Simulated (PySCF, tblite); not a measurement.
# C3H9AlF3N: geometry, infrared bands and NMR shifts

Aim: predict the infrared bands and NMR shifts of C3H9AlF3N (`[NH3+][AlH2-][CH2]CC(F)(F)F`).

Computed with tblite 0.8.0 and PySCF 2.14.0, with density-fitted response routines of our own, on a single molecule in the gas phase. Atoms are numbered from 0 throughout.

### Step 1. Starting geometry

17 atoms, charge 0, multiplicity 1; geometry from: force field or distance geometry start.

Bonds of the start (Å): N0–Al1 1.89, Al1–C2 1.96, C2–C3 1.49, C3–C4 1.49, C4–F5 1.38, C4–F6 1.37, C4–F7 1.39, N0–H8 1.04, N0–H9 1.05, N0–H10 1.05, Al1–H11 1.62, Al1–H12 1.61, C2–H13 1.13, C2–H14 1.11, C3–H15 1.11, C3–H16 1.13.

### Step 2. Geometry optimisation with GFN2-xTB

Job settings and geometry (Å):

```
{"job": {"kind": "relax", "xc": "GFN2-xTB", "basis": "xTB"}, "charge": 0, "multiplicity": 1}
N      2.070000     0.966400     0.587700
Al     1.224100    -0.686800     0.211100
C     -0.138100    -0.601500    -1.192900
C     -1.486500    -0.538200    -0.564100
C     -1.771000     0.589700     0.364600
F     -1.695800     1.846300    -0.204600
F     -0.939300     0.540600     1.457400
F     -3.061900     0.496400     0.880900
H      1.557100     1.796300     0.239900
H      2.237300     1.039000     1.619400
H      3.029500     0.934600     0.160400
H      2.394800    -1.727500    -0.188900
H      0.540600    -1.207400     1.572000
H     -0.061800    -1.569300    -1.769200
H      0.030900     0.203000    -1.940300
H     -2.325600    -0.594500    -1.294200
H     -1.611200    -1.474900     0.050700
```

Started as:

```sh
> OMP_NUM_THREADS=1 python probes_run.py task.json out
```

One launch serves the whole session: the jobs run in the order shown.

**Question.** This job is followed by: GFN2-xTB harmonic vibrations, gas phase; GIAO PBE0/pcSseg-1 NMR shielding, non-relativistic, gas phase. What will the session give for the following? strongest single infrared mode (GFN2-xTB); zero-point energy (GFN2-xTB); ¹³C shifts against TMS (PBE0/pcSseg-1); ¹H shifts against TMS (PBE0/pcSseg-1, means over atoms taken as alike); ¹⁵N shifts against NH3 (PBE0/pcSseg-1); ²⁷Al shifts against AlH4- (PBE0/pcSseg-1); ¹⁹F shifts against CFCl3 (PBE0/pcSseg-1, means over atoms taken as alike); surface potential, 1st and 99th percentile.

The runs gave:

| quantity | value |
| --- | --- |
| strongest single infrared mode (GFN2-xTB) | 699 cm⁻¹, 616 km/mol |
| zero-point energy (GFN2-xTB) | 72.5 kcal/mol |
| ¹³C shifts against TMS (PBE0/pcSseg-1) | 139.7, 35.0, 5.3 ppm |
| ¹H shifts against TMS (PBE0/pcSseg-1, means over atoms taken as alike) | 4.06, 2.42, 2.32, 0.51 ppm |
| ¹⁵N shifts against NH3 (PBE0/pcSseg-1) | 33.3 ppm |
| ²⁷Al shifts against AlH4- (PBE0/pcSseg-1) | 75.1 ppm |
| ¹⁹F shifts against CFCl3 (PBE0/pcSseg-1, means over atoms taken as alike) | -83.7 ppm |
| surface potential, 1st and 99th percentile | -1.24 V and 2.35 V |

What this shows: Relaxing lowered the energy by 0.818 eV in 176 steps; the close pair that moved most is N0–Al1, from 1.895 to 2.069 Å. All 45 modes are real, so the xTB geometry is a minimum. The strongest single mode, at 699 cm⁻¹, is carried by H11, H12, Al1. Unscaled tight-binding wavenumbers are off by several per cent, some by more. Its intensities can rank the bands wrongly. At PBE0/pcSseg-1: The widest tensor belongs to F5, F6, F7: span 182 ppm, with a paramagnetic part of -221 ppm.
